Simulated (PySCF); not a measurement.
# CsC: bond curves at several levels of theory

An exercise on one series of results from a longer session: the logs are not shown, and one member is left open.

The runs use PySCF 2.14.0; Cs def2-SVPD with ECP46, C def2-SVPD, scalar-relativistic core potentials.

Set-up of the first run:

The job is set up so:

```json
{"atoms": "Cs, C", "charge": "0", "basis": "Cs def2-SVPD with ECP46, C def2-SVPD", "Hamiltonian": "scalar-relativistic core potentials", "basis functions": "47", "electrons treated": "15", "masses in u": "132.9054, 12.0000", "levels": "PBE0, PBE, r²SCAN, B2PLYP, TPSSh, B3LYP, LC-ωPBE, HF, MP2, SCS-MP2, CCSD, CCSD(T)", "grid": "80 radial by 434 angular points", "occupations": "held fixed by the projection of orbital angular momentum", "dissociation limit": "Cs + C, each in its ground configuration", "starting distance in angstrom": "2.915", "values of 2S to try": "1, 3"}
```

Launch:

```
> OMP_NUM_THREADS=1 python dia.py task.json out
```

Among the steps run: The job; The PBE0 curve of the state that the search chose; Excited determinants; PBE; r²SCAN (meta-GGA); B2PLYP; TPSSh; B3LYP (global hybrid GGA); LC-ωPBE (range-separated hybrid); UHF (mean field); Correlated methods on the Hartree–Fock reference.

One of the session's tables, all rows but one given; the rest of the session is left out.

It belongs to the step «The curves together». Energy (eV) from each level's lowest point:

| R (Å) | UHF | UHF-MP2 | UHF-SCS-MP2 | UHF-CCSD | UHF-CCSD(T) |
| --- | --- | --- | --- | --- | --- |
| 2.430 | 0.707 | 0.599 | 0.609 | n/a | n/a |
| 2.543 | 0.362 | 0.291 | 0.298 | 0.299 | 0.297 |
| 2.656 | 0.151 | 0.108 | 0.113 | 0.114 | 0.113 |
| 2.741 | ? | ? | ? | ? | ? |
| 2.826 | 0.012 | 0.001 | 0.002 | 0.002 | 0.002 |
| 2.911 | 0.000 | 0.000 | 0.000 | 0.000 | 0.000 |
| 3.024 | 0.024 | 0.037 | 0.036 | 0.035 | 0.035 |
| 3.165 | 0.100 | 0.127 | 0.124 | 0.122 | 0.121 |
| 3.335 | 0.233 | 0.274 | 0.269 | 0.266 | 0.264 |
| 3.561 | 0.444 | 0.500 | 0.493 | n/a | n/a |

**Question.** Estimate the row for R (Å) = 2.741.

Worked estimate for «UHF». A straight line through the neighbours (2.656, 0.151) and (2.826, 0.012) gives 0.151 + (0.012 − 0.151) × (2.741 − 2.656) / (2.826 − 2.656) = 0.082; a parabola fitted to 4 rows on both sides gives 0.057.

**Answer.** UHF: 0.059; UHF-MP2: 0.034; UHF-SCS-MP2: 0.036; UHF-CCSD: 0.037; UHF-CCSD(T): 0.037. In «UHF» the line misses by +0.023 and the parabola by -0.002.
